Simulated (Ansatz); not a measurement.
# ClGeH5O: the cost of one run

All numbers below are computed with Ansatz 0.2.0 (RHF/def2-SVP).

**1. The system as given**

Bond lengths: Ge1–Cl3 2.220 Å, Ge1–H4 1.549 Å, Ge1–H5 1.549 Å, Ge1–O6 2.070 Å, O6–H7 1.010 Å. Angles: Cl3–Ge1–H4 109.5°, Cl3–Ge1–H5 109.5°, Cl3–Ge1–O6 67.1°, H4–Ge1–H5 109.5°, H4–Ge1–O6 72.9°, H5–Ge1–O6 176.5°, Ge1–O6–H7 109.5°.

Coordinates:

```xyz
8

Ge    0.0000    0.0000    0.0000
H     0.0000    0.0000    1.9000
Cl    2.0935    0.0000   -0.7393
H    -0.7300    1.2648   -0.5162
H    -0.7300   -1.2648   -0.5162
O     1.0856    1.6372    0.6527
H     1.8625    1.3234    1.2167
H     0.5492    0.8282    1.8011
```

**2. A restrained relaxation towards end A**

Springs on the bonds that form and break draw the guess towards this end; the thresholds are loose.

Contents of input.yaml:

```yaml
crystal:
  periodic: [false, false, false]
  atoms:
    - { symbol: Ge, position_ang: [0.0, 0.0, 0.0] }
    - { symbol: H, position_ang: [0.0, 0.0, 1.9] }
    - { symbol: Cl, position_ang: [2.0935, 0.0, -0.7393] }
    - { symbol: H, position_ang: [-0.73, 1.2648, -0.5162] }
    - { symbol: H, position_ang: [-0.73, -1.2648, -0.5162] }
    - { symbol: O, position_ang: [1.0856, 1.6372, 0.6527] }
    - { symbol: H, position_ang: [1.8625, 1.3234, 1.2167] }
    - { symbol: H, position_ang: [0.5492, 0.8282, 1.8011] }
basis:
  gaussian: { orbitals: def2-SVP }
hamiltonian:
  xc: hf
relax:
  f_tol: 0.15
  max_steps: 25
  restrain:
    - { distance: [0, 5], at: 2.97, k: 30.0 }
    - { distance: [7, 1], at: 1.86, k: 30.0 }
    - { distance: [0, 1], at: 1.55, k: 30.0 }
    - { distance: [7, 5], at: 1.01, k: 30.0 }
```

Command:

```bash
ansatz run input.yaml --threads 1 --pin off --max-ram 2048MiB --backend cpu --events-out ev --progress --plain --runs-dir out
```

What time and memory should one allow on 1 thread of Intel Xeon Platinum 8259CL at 2.50GHz (Skylake/Cascade Lake), shared host?

About 25 s, with a peak of 0.19 GiB.
